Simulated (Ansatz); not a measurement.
# CH5F2NSi: how energies converge with the basis set

How large a basis does CH5F2NSi need? Two functionals are run in growing sets.

The runs use Ansatz 0.2.0, Gaussian basis; one geometry, several basis sets.

Levels to be run: PBE0-D4/def2-SVP; ωB97M-V/def2-SVP; PBE0-D4/def2-QZVPP; ωB97M-V/def2-QZVPP; the functionals' def2-TZVPP values are taken from earlier runs.

**1. The geometry**

An earlier PBE0-D4 in a triple-zeta def2 set relaxation fixed the geometry.

SMILES `NC(F)(F)[SiH3]`, 10 atoms, charge 0, spin multiplicity 1.

Atoms are counted from 1 here; the program's logs count them from 0.

Bond lengths: N1–C2 1.420 Å, N1–H6 1.012 Å, N1–H7 1.012 Å, C2–F3 1.367 Å, C2–F4 1.367 Å, C2–Si5 1.930 Å, Si5–H8 1.485 Å, Si5–H9 1.482 Å, Si5–H10 1.485 Å. Angles: C2–N1–H6 111.2°, C2–N1–H7 111.3°, H6–N1–H7 109.7°, N1–C2–F3 107.0°, N1–C2–F4 107.0°, N1–C2–Si5 118.2°, F3–C2–F4 107.4°, F3–C2–Si5 108.4°, F4–C2–Si5 108.4°, C2–Si5–H8 107.2°, C2–Si5–H9 111.3°, C2–Si5–H10 107.2°, H8–Si5–H9 110.7°, H8–Si5–H10 109.6°, H9–Si5–H10 110.7°.

**2. PBE0-D4 in def2-SVP**

in.yaml

```yaml
crystal:
  periodic: [false, false, false]
  atoms:
    - {symbol: N, position_ang: [-0.579806, 0.165491, -1.492886]}
    - {symbol: C, position_ang: [-0.159906, -0.630906, -0.394883]}
    - {symbol: F, position_ang: [-1.220642, -1.417803, -0.043923]}
    - {symbol: F, position_ang: [0.826728, -1.457137, -0.854800]}
    - {symbol: Si, position_ang: [0.484586, 0.265799, 1.188364]}
    - {symbol: H, position_ang: [-1.359485, 0.757825, -1.238979]}
    - {symbol: H, position_ang: [0.179433, 0.733025, -1.846007]}
    - {symbol: H, position_ang: [-0.612181, 1.142430, 1.672886]}
    - {symbol: H, position_ang: [0.879565, -0.707763, 2.234132]}
    - {symbol: H, position_ang: [1.644806, 1.097940, 0.778996]}
basis:
  gaussian: {orbitals: def2-SVP}
hamiltonian: {xc: pbe0, dispersion: d4}
output: {orbitals: {seedname: orbitals}}
```

The runs that follow: ωB97M-V in def2-SVP; PBE0-D4 in def2-QZVPP; ωB97M-V in def2-QZVPP.

**Question.** What will the summary of the whole plan be? Wanted: PBE0-D4: double and triple zeta above quadruple; ωB97M-V: double and triple zeta above quadruple.

As calculated:

```
                                       quantity           value
PBE0-D4: double and triple zeta above quadruple  13.13, 0.70 eV
ωB97M-V: double and triple zeta above quadruple  13.36, 0.65 eV
```

PBE0-D4 gains 12.43 eV from double to triple zeta, then 0.70 eV more. Total energies overstate the basis error of differences, where much of it tends to cancel. The LUMO of ωB97M-V is positive and keeps falling with the basis (2.48 to 1.34 eV): an unbound level that the basis holds in place.
